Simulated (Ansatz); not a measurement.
Predict the output of the script below (Ansatz's Python interface).

The script, `transition.py`:
```python
from dataclasses import dataclass
import warnings

import ansatz as az
import numpy as np


@dataclass(frozen=True)
class Settings:
    xc: str = 'r2scan'
    cutoff_ev: int = 620
    k_spacing: float = 0.33
    filling: str = 'fermi_dirac'
    width_ev: float = 0.1


cfg = Settings()


def cuau(first, second, a):
    return (
        az.Lattice.from_parameters(a, a, 1.35 * a, alpha=90, beta=90, gamma=90)
        .space_group(123)
        .atom(first, (0, 0, 0))
        .atom(second, (0.5, 0.5, 0.5))
    )


def rocksalt(A, B, a):
    return (
        az.Lattice.fcc(a)
        .space_group(225)
        .atom(A, (0, 0, 0))
        .atom(B, (0.5, 0.5, 0.5))
        .primitive()
    )


def compute(name, crystal, pressure=0.0):
    calc = (
        crystal.calculation()
        .functional(cfg.xc)
        .basis(cfg.cutoff_ev)
        .kpoints(spacing=cfg.k_spacing)
        .occupations(cfg.filling, width=cfg.width_ev)
    )
    calc = calc.relax(force_tolerance=0.03, max_steps=60, cell=True, pressure=pressure)
    return calc.run()


def volume_per_atom(outcome):
    return abs(np.linalg.det(outcome.lattice.cell_ang)) / len(outcome.lattice.sites)

warnings.simplefilter('ignore', az.DeckWarning)

phases = {}
phases['CuAu'] = cuau('Ca', 'Pb', 3.52)
phases['rocksalt'] = rocksalt('Ca', 'Pb', 6.18)

pressures = [0, 10, 20, 30]
enthalpy, volume = {name: [] for name in phases}, {name: [] for name in phases}
for p in pressures:
    for name, crystal in phases.items():
        o = compute(name, crystal, pressure=p)
        volume[name].append(volume_per_atom(o))
        enthalpy[name].append(o.report['energy_sigma0_ev'] / len(o.lattice.sites) + p * volume[name][-1] / 160.21766)
gap = np.array(enthalpy['rocksalt']) - np.array(enthalpy['CuAu'])
rows = [(p, va, vb, 1000 * d) for p, va, vb, d in zip(pressures, volume['CuAu'], volume['rocksalt'], gap)]
print('| P (GPa) | V CuAu (A^3/atom) | V rocksalt (A^3/atom) | H(rocksalt) - H(CuAu) (meV/atom) |')
print('| --- | --- | --- | --- |')
for row in rows:
    print(f'| {row[0]:d} | {row[1]:.3f} | {row[2]:.3f} | {row[3]:+.1f} |')
crossings = [p0 - g0 * (p1 - p0) / (g1 - g0) for p0, p1, g0, g1 in zip(pressures, pressures[1:], gap, gap[1:]) if g0 * g1 < 0]
print('crossing near', [round(float(p), 1) for p in crossings], 'GPa') if crossings else print('no crossing in this range')
```

`python transition.py` gives:
```text
| P (GPa) | V CuAu (A^3/atom) | V rocksalt (A^3/atom) | H(rocksalt) - H(CuAu) (meV/atom) |
| --- | --- | --- | --- |
| 0 | 29.472 | 34.600 | +427.2 |
| 10 | 24.772 | 27.770 | +662.7 |
| 20 | 22.272 | 24.595 | +825.4 |
| 30 | 20.636 | 22.560 | +957.3 |
no crossing in this range
```

Caveats:
- At a fixed pressure a relaxation lowers the enthalpy F + PV, while F alone can rise.
- For the metals among these phases the mesh is modest: differences between phases can be off by up to 40 meV an atom.
- Spin-orbit coupling, which matters for elements this heavy, is left out.
- Only these two structures are compared, at zero temperature and with their symmetry kept; either may be hypothetical, and another phase may be lower than both. Differences under about 40 meV an atom lie within the error of mesh and functional.
- The cells are prototypes set up for this calculation and needn't exist.
- It ran for 2.2 min on 1 thread of Intel(R) Xeon(R) Platinum 8375C CPU @ 2.90GHz (Ice Lake), on a shared host, peak memory 0.74 GiB.

(Lines on the test bed's own set-up are left out of the output.)
